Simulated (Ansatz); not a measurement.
# BiAu: the cost of one run

Method: DFT PBE, scalar-relativistic, plane waves, PAW, in Ansatz 0.2.0.

2 further runs of the same task are left out: 1 that didn't finish, 1 set aside as unsound or not needed.

### 1 Starting point

It takes space group Fm-3m (No. 225, cubic). The conventional cell has a = 5.939 Å, b = 5.939 Å, c = 5.939 Å, α = 90.00°, β = 90.00°, γ = 90.00°. Au (site symmetry m-3m) has 6 Bi at 2.97 Å as nearest neighbours. Around Bi (site symmetry m-3m) lie 6 Au at 2.97 Å.

As a file:

```cif
data_structure
_symmetry_space_group_name_H-M 'P 1'
_symmetry_Int_Tables_number 1
_cell_length_a 4.1999
_cell_length_b 4.1999
_cell_length_c 4.1999
_cell_angle_alpha 60.000
_cell_angle_beta 60.000
_cell_angle_gamma 60.000
_cell_volume 52.38
loop_
_atom_site_label
_atom_site_type_symbol
_atom_site_fract_x
_atom_site_fract_y
_atom_site_fract_z
_atom_site_occupancy
Au1 Au 0.50000 0.50000 0.50000 1
Bi1 Bi 0.00000 0.00000 0.00000 1
```

An earlier run at PBE left this cell at 26.191 Å³/atom and 0.08 GPa (10×10×10 mesh).

The changes: atom 2 (Bi) moved 0.12 Å along x; atom 1 (Au) moved 0.2 Å along z; strain e1 = -0.02, atoms carried along; strain e2 = -0.02, atoms carried along; all atoms moved at random (σ = 0.15 Å), cell strained at random (1 %); all atoms moved at random (σ = 0.03 Å), cell strained at random (1 %).

### 2 Atom 2 (Bi) moved 0.12 Å along x

input.yaml reads:

```yaml
crystal:
  lattice:
    - [0.0, 2.9697432856, 2.9697432856]
    - [2.9697432856, 0.0, 2.9697432856]
    - [2.9697432856, 2.9697432856, 0.0]
  atoms:
    - { symbol: Au, position: [0.5, 0.5, 0.5] }
    - { symbol: Bi, position: [-0.0202037665, 0.0202037665, 0.0202037665] }
basis:
  ecutwfc: 420
  ecutrho_ratio: 4
kpoints:
  mp_grid: { grid: [10, 10, 10] }
hamiltonian:
  xc: pbe
scf:
  occupations: { method: gaussian, width: 0.05 }
output:
  forces: true
  stress: true
  eigenvalues: true
  write_density: true
  write_potential: true
  elf: true
  volumetric_format: npy
```

Run with:

```bash
> ansatz run input.yaml --threads 2 --pin off --max-ram 2662MiB --backend cpu --events-out ev --progress --plain --runs-dir out
```

**Question.** How long does this run take on 2 threads of Intel Xeon 6975P-C (Granite Rapids), shared host, and how much memory does it need?

About 3 s, with a peak of 0.48 GiB.
